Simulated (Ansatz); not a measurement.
Crystal: Ta3AsAu2O13.

```
CELL_PARAMETERS angstrom
5.45204 0.00000 0.00000
-2.72602 4.72161 0.00000
0.00000 0.00000 9.57902
ATOMIC_POSITIONS crystal
Ta 0.00000 0.00000 0.19408
Ta 0.00000 0.00000 0.80592
Ta 0.66667 0.33333 0.00000
As 0.00000 0.00000 0.50000
Au 0.33333 0.66667 0.27428
Au 0.33333 0.66667 0.72572
O 0.00000 0.00000 0.00000
O 0.23947 0.97129 0.36402
O 0.02871 0.26818 0.36402
O 0.73182 0.76053 0.36402
O 0.23947 0.97129 0.63598
O 0.02871 0.26818 0.63598
O 0.73182 0.76053 0.63598
O 0.38452 0.33425 0.85844
O 0.66575 0.05026 0.85844
O 0.94974 0.61548 0.85844
O 0.38452 0.33425 0.14156
O 0.66575 0.05026 0.14156
O 0.94974 0.61548 0.14156
```

The cell was built by a generator and needn't be a form met in nature.

Base run:

- Program: Ansatz 0.2.0
- Functional: PBE
- Potentials or basis: Ansatz PAW soft_1
- Cutoff: 420 eV (not typed: the program's choice for these potentials)
- k mesh: 6 × 6 × 3
- Occupations: fermi-dirac, width 0.05 eV
- Spin: no spin polarisation
- Hubbard terms: Au d U = 8 eV, Ta d U = 8 eV

Its results: band gap on the k mesh none (metal or under the smearing width); pressure 5.3 GPa; largest force 1.143 eV/Å.

Question: The run is repeated on the same cell with these changes: hubbard terms from Au d U = 8 eV, Ta d U = 8 eV to Au d U = 4 eV, Ta d U = 4 eV. What comes out?

Answer: Band gap on the k mesh none (metal or under the smearing width); pressure 2.1 GPa; largest force 0.573 eV/Å.

Caveats: U without spin polarisation on a metal has little footing; forces of over 1 eV/Å show positions far from the minimum, so gaps and moduli don't describe the material at rest (some runs).
